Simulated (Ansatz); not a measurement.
# BF₃H₂S: reading failed and doubtful runs

Aim: try 2 inputs for BF₃H₂S as typed, read how each ends, and find what has to change.

Computed with Ansatz 0.2.0, Gaussian basis. Level: the settings change from run to run.

## 1. The relaxed structure

The structure was relaxed beforehand with PBE-D4/def2-SVP.

7 atoms, charge 0, spin multiplicity 1.

Atoms are counted from 1 here; the program's logs count them from 0.

Bond lengths: B1–F5 1.333 Å, B1–F6 1.336 Å, B1–F7 1.333 Å, S2–H3 1.362 Å, S2–H4 1.362 Å. Angles: F5–B1–F6 119.1°, F5–B1–F7 119.7°, F6–B1–F7 119.1°, H3–S2–H4 91.7°.

## 2. Input 1

The input, in.yaml:

```yaml
crystal:
  periodic: [false, false, false]
  atoms:
    - {symbol: B, position_ang: [0.145566, -0.249092, -1.130102]}
    - {symbol: S, position_ang: [0.126612, -0.216330, 1.582077]}
    - {symbol: H, position_ang: [0.492578, 1.094236, 1.634553]}
    - {symbol: H, position_ang: [-1.194977, 0.107577, 1.634622]}
    - {symbol: F, position_ang: [1.473358, -0.241099, -1.241744]}
    - {symbol: F, position_ang: [-0.523223, 0.902916, -1.238416]}
    - {symbol: F, position_ang: [-0.519904, -1.398208, -1.240980]}
basis:
  gaussian: {orbitals: aug-cc-pVDZ}
magnetization: {spin_polarized: true, initial_magnetization: 2}
hamiltonian: {xc: {name: HF}}
correlation: {method: mp2, frozen_orbitals: {B: 9}}
scf: {omitted_lower_state_checks: [starts]}
output: {forces: true}
```

The run is started by

```console
$ ansatz run in.yaml --threads 4 --pin off --events-out ev --progress --plain --max-ram 3916MiB
```

Log:

```text
Functional definition: HF
  name "HF"
  cite "Fock, Z. Phys. 61, 126 (1930) doi:10.1007/BF01340294"
  parent pbe
  exchange = exact_x
  correlation = 0
these checks for a lower state are left out or cut short: starts
Error: "frozen_orbitals" has no count for S
```

Run time: 0.05 s. Hardware: 4 threads of Arm Neoverse V2, shared host.

What is wrong: The program refused the input. Frozen orbitals are typed for one element alone, and the program wants a count for each. It also asks for charge 0 and multiplicity 3, another species or state than the molecule above. Cure: leave frozen_orbitals out, or give every element a count that its core really has, and set charge and spin to those of the species named.

## 3. Input 2

The input, in.yaml:

```yaml
crystal:
  periodic: [false, false, false]
  atoms:
    - {symbol: B, position_ang: [0.145566, -0.249092, -1.130102]}
    - {symbol: S, position_ang: [0.126612, -0.216330, 1.582077]}
    - {symbol: H, position_ang: [0.492578, 1.094236, 1.634553]}
    - {symbol: H, position_ang: [-1.194977, 0.107577, 1.634622]}
    - {symbol: F, position_ang: [1.473358, -0.241099, -1.241744]}
    - {symbol: F, position_ang: [-0.523223, 0.902916, -1.238416]}
    - {symbol: F, position_ang: [-0.519904, -1.398208, -1.240980]}
basis:
  gaussian: {orbitals: cc-pVDZ, final_grid: {core_spheres: 1, valence_spheres: 1, degree: 5}}
total_charge: 1
magnetization: {spin_polarized: true, initial_magnetization: 1}
hamiltonian: {xc: {name: r2SCAN}}
scf: {lower_state_search: off}
output: {forces: true}
```

Launched as before.

Log, shortened:

```text
Functional definition: r2SCAN
  name "r2SCAN"
  cite "Furness, Kaplan, Ning, Perdew & Sun, J. Phys. Chem. Lett. 11, 8208 (2020) doi:10.1021/acs.jpclett.0c02405"
  cite "Furness, Kaplan, Ning, Perdew & Sun, J. Phys. Chem. Lett. 11, 9248 (2020) doi:10.1021/acs.jpclett.0c03077"
  parent r2scan
[...]
929 factors; their error is unknown
[...]
mean field -19651.03890544 eV, -722.1623598222 hartree, gradient 2.1e-6 eV, S^2 0.756746; 0 other end points of the search recorded, 0 dependent functions left out
[...]
reference -19651.03892885 eV, -722.1623606827 hartree; 25, 24 occupied and 59, 60 virtual orbitals, 929 factors
Total energy: -19651.03892885 eV, -722.1623606827 hartree
Atom 0 at     0.145566    -0.249092    -1.130102 Å, force    -2.243239     3.754831    -3.893888 eV/Å
Atom 1 at     0.126612    -0.216330     1.582077 Å, force    -0.785854     1.280421    -0.468281 eV/Å
Atom 2 at     0.492578     1.094236     1.634553 Å, force     0.099821    -0.453451     0.619179 eV/Å
Atom 3 at    -1.194977     0.107577     1.634622 Å, force     0.343669    -0.302680     0.607236 eV/Å
Atom 4 at     1.473358    -0.241099    -1.241744 Å, force    -7.042631     0.136520     0.758283 eV/Å
Atom 5 at    -0.523223     0.902916    -1.238416 Å, force     6.200805   -10.730332     1.530574 eV/Å
Atom 6 at    -0.519904    -1.398208    -1.240980 Å, force     3.427430     6.314692     0.846896 eV/Å
Dipole moment:    -0.233607     0.415274     0.965692 e Å
Checks for a lower state left out: stability, starts, cluster_reference, orbital_swaps, neighbouring_geometries, increment
```

Run time: 1.3 s. Hardware: 4 threads of Arm Neoverse V2, shared host.

What is wrong: It ended without an error, which proves nothing about the input. The integration grid is far too coarse. It also asks for charge 1 and multiplicity 2, another species or state than the molecule above. Its energy carries the error of the grid. Fix: drop final_grid and take the default grid, and set charge and spin to those of the species named.

## 4. How the tries ended

```
input            level      ended                                                                                    cause    time
    1  MP2/aug-cc-pVDZ    refused  frozen orbitals are typed for one element alone, and the program wants a count for each  0.05 s
    2   r2SCAN/cc-pVDZ  converged                                                   the integration grid is far too coarse   1.3 s
```

**Reading.** 1 refused, 1 converged. A refusal costs next to no computing time. The dangerous case is the input that converges on a wrong geometry, charge, spin, basis or grid: often only a look at the input shows it.
